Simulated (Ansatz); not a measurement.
# C2H2ClF2NSi: the cost of one run

All numbers below are computed with Ansatz 0.2.0 (RKS PBE0/STO-3G).

## (1) The structure to begin with

Bond lengths: F1–C2 1.418 Å, C2–F3 1.356 Å, C2–Si4 1.816 Å, Si4–N5 1.939 Å, Si4–C6 1.680 Å, N5–C6 1.283 Å, C6–Cl7 1.636 Å, C2–H8 1.068 Å, Si4–H9 1.575 Å. Angles (14 of 16 angles, heavy atoms first): F1–C2–F3 105.3°, F1–C2–Si4 109.2°, F3–C2–Si4 110.7°, C2–Si4–N5 105.9°, C2–Si4–C6 121.0°, N5–Si4–C6 40.7°, Si4–N5–C6 58.7°, Si4–C6–N5 80.6°, Si4–C6–Cl7 146.5°, N5–C6–Cl7 132.8°, F1–C2–H8 106.2°, F3–C2–H8 108.8°, Si4–C2–H8 116.0°, C2–Si4–H9 113.8°.

Structure file:

```xyz
9

F     1.4447   -1.5075    0.1657
C     0.0522   -1.3036    0.3390
F    -0.2573   -1.9160    1.5091
Si   -0.2811    0.4782    0.4407
N    -0.6518    1.0539   -1.3738
C     0.3311    1.5404   -0.7080
Cl    1.5148    2.6026   -1.0909
H    -0.4276   -1.8247   -0.4599
H    -1.6364    0.8304    1.1610
```

## (2) End point A

input.yaml reads:

```yaml
crystal:
  periodic: [false, false, false]
  atoms:
    - { symbol: F, position_ang: [1.4447, -1.5075, 0.1657] }
    - { symbol: C, position_ang: [0.0522, -1.3036, 0.339] }
    - { symbol: F, position_ang: [-0.2573, -1.916, 1.5091] }
    - { symbol: Si, position_ang: [-0.2811, 0.4782, 0.4407] }
    - { symbol: "N", position_ang: [-0.6518, 1.0539, -1.3738] }
    - { symbol: C, position_ang: [0.3311, 1.5404, -0.708] }
    - { symbol: Cl, position_ang: [1.5148, 2.6026, -1.0909] }
    - { symbol: H, position_ang: [-0.4276, -1.8247, -0.4599] }
    - { symbol: H, position_ang: [-1.6364, 0.8304, 1.161] }
basis:
  gaussian: { orbitals: STO-3G }
hamiltonian:
  xc: pbe0
relax:
  f_tol: 0.02
  max_steps: 50
output:
  orbitals: {}
```

The run is started by

```
$ ansatz run input.yaml --threads 1 --pin off --max-ram 2048MiB --backend cpu --events-out ev --progress --plain --runs-dir out
```

**Question.** How long does this run take on 1 thread of Intel Xeon 6975P-C (Granite Rapids), shared host, and how much memory does it need?

About 70 s, with a peak of 0.19 GiB.
